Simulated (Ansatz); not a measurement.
**TaHCl (quartet): from Hartree-Fock to the top rungs at distance Ta1–Cl2 = 6.311 Å, def2-SVP**

The task here is to estimate one member of a computed series from the others.

The runs use Ansatz 0.2.0, Gaussian basis; def2-SVP, core rule «outside noble gas», up to 9 orbitals frozen.

The runs, in order: UHF; CCSD(T) on ROHF; CCSD(T) on UHF; CISD; CCSDT(Q) on ROHF; CCSDT(Q) on UHF; CASSCF and MRCISD+Q, 5 electrons in 5 orbitals; CASSCF and NEVPT2, 5 electrons in 5 orbitals.

30 further runs of the same task are left out: 7 for a known fault of the program, 1 for a mislabelled method, 16 that didn't finish, 6 set aside as unsound or not needed.

## The system

The geometry derives from a PBE0/def2-TZVP stationary point (not a proven minimum). One bond is set to the value named and the two fragments are kept rigid. No spin-orbit coupling is included. Elements past krypton take def2 core potentials.

3 atoms, charge 0, spin multiplicity 4.

Atoms are counted from 1 here; the program's logs count them from 0.

Bond lengths: Ta1–H3 1.863 Å.

The first run:

The input, in.yaml:

```yaml
crystal:
  periodic: [false, false, false]
  atoms:
    - {symbol: Ta, position_ang: [0.000000, 0.000000, 1.482833]}
    - {symbol: Cl, position_ang: [0.000000, 0.000000, -4.828167]}
    - {symbol: H, position_ang: [0.000000, 0.000000, 3.345333]}
basis:
  gaussian: {orbitals: def2-SVP}
magnetization: {spin_polarized: true, initial_magnetization: 3}
hamiltonian: {xc: hf}
output: {orbitals: {seedname: orbitals}}
```

Started as:

```sh
$ ansatz run in.yaml --threads 1 --pin off --events-out ev --progress --plain --max-ram 2393MiB
```

Steps of the session up to this table: UHF; CCSD(T) on ROHF; CCSD(T) on UHF; CISD; CCSDT(Q) on ROHF; CCSDT(Q) on UHF; CASSCF and MRCISD+Q, 5 electrons in 5 orbitals; CASSCF and NEVPT2, 5 electrons in 5 orbitals.

One of the session's tables, all rows but one given; the rest of the session is left out.

```
     method  from UCCSDT(Q) (kcal/mol)
       ROHF                    +148.77
        UHF                    +126.52
       RMP2                     +29.17
       UMP2                     +22.44
       CISD                     +18.82
      RCCSD                      +5.05
      UCCSD                          ?
   RCCSD(T)                      +1.87
   UCCSD(T)                      +0.59
     RCCSDT                      +0.35
     UCCSDT                      +0.10
  RCCSDT(Q)                      +0.02
  UCCSDT(Q)                          0
CASSCF pair                    +132.24
NEVPT2 pair                     +26.89
```

**Question.** Estimate the row for UCCSD.

The run gave: from UCCSDT(Q) (kcal/mol): +2.31. In the column «from UCCSDT(Q) (kcal/mol)» it lies between RCCSD(T) (+1.87) and RCCSD (+5.05).

Among the levels timed on like hardware and quicker than the yardstick, those that no quicker one beats, quickest first: CISD (29 s, +18.82 kcal/mol); UCCSD(T) (93 s, +0.59 kcal/mol).

Not comparable, so not listed: CASSCF and MRCISD+Q, 5 electrons in 5 orbitals (they don't share determinant, frozen orbitals or solution with the rows shown, or repeat one).

To keep in mind: The determinant is far from a pure spin state, so its energy mixes those of several spin states (harmless only where they are near-degenerate, as at dissociation). The program flags RCCSDT(Q) as in doubt, so those rows may rest on another solution; read them beside their warnings. Restricted and unrestricted rows rest on different reference determinants; where their highest levels disagree by more than a few hundredths of an eV, they describe different states and don't form one ladder. Warnings in the runs' records: lower state, passed over end.
